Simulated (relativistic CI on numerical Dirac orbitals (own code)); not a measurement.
**Rb XXIV (Rb²³⁺): levels and lines**

Aim: the low levels of Rb²³⁺, their labels and the strongest lines; runs with one setting changed show what the result hangs on.

The numbers are computed with relativistic CI on numerical Dirac orbitals (own code) version 4 (Dirac-Coulomb-Breit CI, KLI orbitals optimised for each configuration, model QED (radiative potential, 1s self-energy scaled to tabulated hydrogen-like ionisation energies)), except any that are marked as measured or tabulated.

## Step 1: What is computed

```
ion                       : Rb²³⁺ (Rb XXIV)
nuclear charge            : 37
electrons                 : 14
isotope                   : A = 85
first configuration typed : [Ne] 3s2 3p2
```

The outer shells:

first configuration typed
```
[Ne] core
3s [↑↓]
3p [↑ ][↑ ][  ]
```

## Step 2: CI with the chosen configurations

Settings of the run:

```ini
atom Rb  Z=37  charge=23  electrons=14
nucleus A=85  rms_radius_fm=4.2036
hamiltonian dirac-coulomb  breit=on  qed=on  c_scale=1
orbitals kli  potential=per-configuration
slater_scale 1
correlation none
mixing on
configurations
  [Ne] 3s2 3p2
  [Ne] 3s 3p3
  [Ne] 3s2 3p 3d
  [Ne] 3p4
  [Ne] 3s 3p2 3d
  [Ne] 3p3 3d
  [Ne] 3s 3p 3d2
  [Ne] 3s2 3d 4p
  [Ne] 3p3 4s
  [Ne] 3s2 3p 4s
  [Ne] 3s 3p 3d 4s
  [Ne] 3p3 4p
  [Ne] 3s2 3p 4p
  [Ne] 3s2 3p 4d
  [Ne] 3s 3p2 4s
  [Ne] 3p2 3d 4p
  [Ne] 3s2 3p 4f
  [Ne] 3s 3p2 4p
  [Ne] 3s 3p2 4d
  [Ne] 3s 3p2 4f
  [Ne] 3s2 3p 5s
  [Ne] 3s2 3p 5p
  [Ne] 3s2 4s 4p
  [Ne] 3s2 3p 5d
  [Ne] 3s2 3p 5f
  [Ne] 3s2 3p 5g
  [Ne] 3s 3p 4s2
  [Ne] 3s 3p2 5s
  [Ne] 3s2 3d2
  [Ne] 3s 3d3
  [Ne] 3p2 3d2
  [Ne] 3p 3d3
  [Ne] 3p 3d2 4s
  [Ne] 3p 3d2 4p
  [Ne] 3p 3d2 4d
  [Ne] 3s2 3d 4s
  [Ne] 3s 3d2 4s
  [Ne] 3s 3p 3d 4p
  [Ne] 3s 3d2 4p
  [Ne] 3s 3d 4s 4p
  [Ne] 3s 3d 4p2
  [Ne] 3s 3d 4p 4d
  [Ne] 3p2 3d 4s
  [Ne] 3p 3d 4s2
  [Ne] 3p 3d 4s 4p
  [Ne] 3p 3d 4s 4d
  [Ne] 3s2 4s2
  [Ne] 3s 3d 4s2
  [Ne] 3s2 4p2
  [Ne] 3s 3p 4s 4p
  [Ne] 3s 4s2 4p
  [Ne] 3s 4s 4p2
  [Ne] 3s 4s 4p 4d
end
```

Started as:

```
python run_levels.py task.json out
```

One command runs all members of the session, one after another, from task.json.

## Step 3: Slater integrals scaled by 0.9

The settings differ from step 2 so:

```diff
@@ -4,3 +4,3 @@
 orbitals kli  potential=per-configuration
-slater_scale 1
+slater_scale 0.9
 correlation none
```

## Step 4: Without the Breit term

The settings differ from step 3 so:

```diff
@@ -2,5 +2,5 @@
 nucleus A=85  rms_radius_fm=4.2036
-hamiltonian dirac-coulomb  breit=on  qed=on  c_scale=1
+hamiltonian dirac-coulomb  breit=off  qed=on  c_scale=1
 orbitals kli  potential=per-configuration
-slater_scale 0.9
+slater_scale 1
 correlation none
```

## Step 5: Non-relativistic limit (c × 1000)

The settings differ from step 4 so:

```diff
@@ -2,3 +2,3 @@
 nucleus A=85  rms_radius_fm=4.2036
-hamiltonian dirac-coulomb  breit=off  qed=on  c_scale=1
+hamiltonian dirac-coulomb  breit=off  qed=off  c_scale=1000
 orbitals kli  potential=per-configuration
```

(Steps that only read results are left out.)

Before running it: what results should come out? Wanted: lowest level; first excitation; lowest level of the other parity; fastest E1 line; ionisation energy.

As calculated:

| run | time | mean size of shift, levels followed (cm⁻¹) | lowest level | ionisation energy (eV) |
| --- | --- | --- | --- | --- |
| main run | 2.9 s | 0 | 3p2 3P0 | 1077.7 |
| Slater integrals scaled by 0.9 | 2.9 s | 4812 | 3p2 3P0 | 1077.6 |
| without the Breit term | 1.8 s | 2436 | 3p2 3P0 | 1078.4 |
| non-relativistic limit (c × 1000) | 1.4 s | 163804 | 3p2 3P0 | - |

The semi-empirical ionisation energy (NIST) is 1080 eV.

| quantity | value |
| --- | --- |
| lowest level | 3p2 3P0 |
| first excitation | 3p2 3P1, 79176 cm⁻¹ |
| lowest level of the other parity | 3s 3p3 5S°2, 497575 cm⁻¹ |
| levels in the model | 2808 |
| fastest E1 line (by rate) to the lowest level among the lowest 400 of 2808 levels | 10.73 nm, from 3p 3d [3p1/2 3d3/2] J=1° |
| ionisation energy | 1077.7 eV |
| ionisation energy, semi-empirical (NIST) | 1080 eV |

What this shows: The lowest level is 3p2 3P0, 83 % pure in LS and 93 % in jj coupling; over the low levels the means are 71 and 74 %, so they are in intermediate coupling. The ionisation energy agrees with the semi-empirical value within its uncertainty of 3 eV. The largest mover is «non-relativistic limit (c × 1000)» (163804 cm⁻¹ on average). Lifetimes count radiative decay inside the model alone.
